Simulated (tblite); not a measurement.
# C5H14NPSi2: the cost of one run

The runs use tblite 0.8.0 and PySCF 2.14.0, with density-fitted response routines of our own; the level of theory stands in each step. All values are computed, except where a source is named. Atoms count from 0, in the outputs and in this text.

### Step 1. The molecule as given

23 atoms, charge 0, multiplicity 1; geometry from: force field or distance geometry start.

Bonds of the start (Å): C0–C1 1.33, C1–Si2 1.85, Si2–N3 1.77, N3–Si4 1.79, Si4–P5 2.22, Si4–C6 1.87, C6–C7 1.48, C7–C8 1.52, C8–C6 1.53, C0–H9 1.08, C0–H10 1.08, C1–H11 1.07, Si2–H12 1.47, Si2–H13 1.48, N3–H14 1.05, Si4–H15 1.46, P5–H16 1.44, P5–H17 1.45, C6–H18 1.10, C7–H19 1.13, C7–H20 1.09, C8–H21 1.10, C8–H22 1.10.

### Step 2. Optimising the geometry with GFN2-xTB

What the job is given:

```
{"job": {"kind": "relax", "xc": "GFN2-xTB", "basis": "xTB"}, "charge": 0, "multiplicity": 1}
C      4.439000     0.362300     0.459900
C      3.510700     0.351600    -0.498300
Si     2.059800    -0.778000    -0.281800
N      0.724100     0.242800     0.274200
Si    -0.862400    -0.498000    -0.096900
P     -1.159200    -2.367100     1.059500
C     -2.116000     0.736100     0.532700
C     -3.504100     0.766400     0.020700
C     -2.490400     1.740700    -0.553200
H      4.403300    -0.222600     1.366000
H      5.274700     1.025200     0.320400
H      3.561800     0.949100    -1.388100
H      1.655500    -1.411900    -1.540000
H      2.297700    -1.793400     0.770100
H      0.741000     1.225700    -0.094300
H     -1.020900    -0.731700    -1.530500
H     -0.228900    -3.392900     0.675000
H     -2.543100    -2.751800     0.879600
H     -1.950500     1.117600     1.549700
H     -4.229500     1.221200     0.751200
H     -3.916900    -0.026500    -0.606900
H     -2.472500     2.782100    -0.215200
H     -2.177900     1.480000    -1.571000
```

The run is started by

```
$ OMP_NUM_THREADS=1 python probes_run.py task.json out
```

This one command runs all jobs of the session in turn.

Q: Estimate the wall time and peak memory of this first job on 1 thread of Intel Xeon 6975P-C, shared host.

About 1.4 s, with a peak of 0.18 GiB.
